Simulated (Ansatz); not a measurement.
**FH₆NOSi₂: small, medium and large basis sets**

How large a basis does FH₆NOSi₂ need? Two functionals are run in growing sets.

Computed with Ansatz 0.2.0, Gaussian basis. Level: one geometry, several basis sets.

The runs, in order: PBE0-D4/def2-SVP; ωB97M-V/def2-SVP; PBE0-D4/def2-QZVPP; ωB97M-V/def2-QZVPP; the functionals' def2-TZVPP values are taken from earlier runs.

### Step 1. The geometry

An earlier PBE0-D4 in a triple-zeta def2 set relaxation fixed the geometry.

SMILES `N[SiH](F)[SiH2]O`, 11 atoms, charge 0, spin multiplicity 1.

Atoms are counted from 1 here; the program's logs count them from 0.

Bond lengths: N1–Si2 1.709 Å, N1–H6 1.008 Å, N1–H7 1.008 Å, Si2–F3 1.610 Å, Si2–Si4 2.345 Å, Si2–H8 1.485 Å, Si4–O5 1.656 Å, Si4–H9 1.484 Å, Si4–H10 1.494 Å, O5–H11 0.959 Å. Angles: Si2–N1–H6 121.1°, Si2–N1–H7 121.0°, H6–N1–H7 111.0°, N1–Si2–F3 114.2°, N1–Si2–Si4 106.2°, N1–Si2–H8 105.7°, F3–Si2–Si4 109.4°, F3–Si2–H8 106.1°, Si4–Si2–H8 115.4°, Si2–Si4–O5 108.6°, Si2–Si4–H9 113.4°, Si2–Si4–H10 108.8°, O5–Si4–H9 106.6°, O5–Si4–H10 111.4°, H9–Si4–H10 108.1°, Si4–O5–H11 115.9°.

### Step 2. PBE0-D4 in def2-SVP

in.yaml

```yaml
crystal:
  periodic: [false, false, false]
  atoms:
    - {symbol: N, position_ang: [0.050884, 1.111529, 1.380966]}
    - {symbol: Si, position_ang: [0.992932, 0.429334, 0.128285]}
    - {symbol: F, position_ang: [2.357022, -0.264669, 0.629513]}
    - {symbol: Si, position_ang: [-0.362545, -1.179554, -0.908687]}
    - {symbol: O, position_ang: [-1.754061, -0.444551, -1.423251]}
    - {symbol: H, position_ang: [-0.397444, 0.529808, 2.071063]}
    - {symbol: H, position_ang: [0.272388, 2.018306, 1.761292]}
    - {symbol: H, position_ang: [1.402340, 1.567107, -0.733435]}
    - {symbol: H, position_ang: [0.261338, -1.791893, -2.107386]}
    - {symbol: H, position_ang: [-0.652166, -2.270142, 0.070727]}
    - {symbol: H, position_ang: [-2.105388, 0.237823, -0.848488]}
basis:
  gaussian: {orbitals: def2-SVP}
hamiltonian: {xc: pbe0, dispersion: d4}
output: {orbitals: {seedname: orbitals}}
```

After this run come: ωB97M-V in def2-SVP; PBE0-D4 in def2-QZVPP; ωB97M-V in def2-QZVPP.

**Question.** What will the summary of the whole plan be? Wanted: PBE0-D4: double and triple zeta above quadruple; ωB97M-V: double and triple zeta above quadruple.

**Answer**, as computed:

| quantity | value |
| --- | --- |
| PBE0-D4: double and triple zeta above quadruple | 14.79, 0.93 eV |
| ωB97M-V: double and triple zeta above quadruple | 14.95, 0.87 eV |

PBE0-D4 gains 13.87 eV from double to triple zeta, then 0.93 eV more. Total energies overstate the basis error of differences, where much of it tends to cancel. The LUMO of ωB97M-V is positive and keeps falling with the basis (1.88 to 1.01 eV): an unbound level that the basis holds in place.
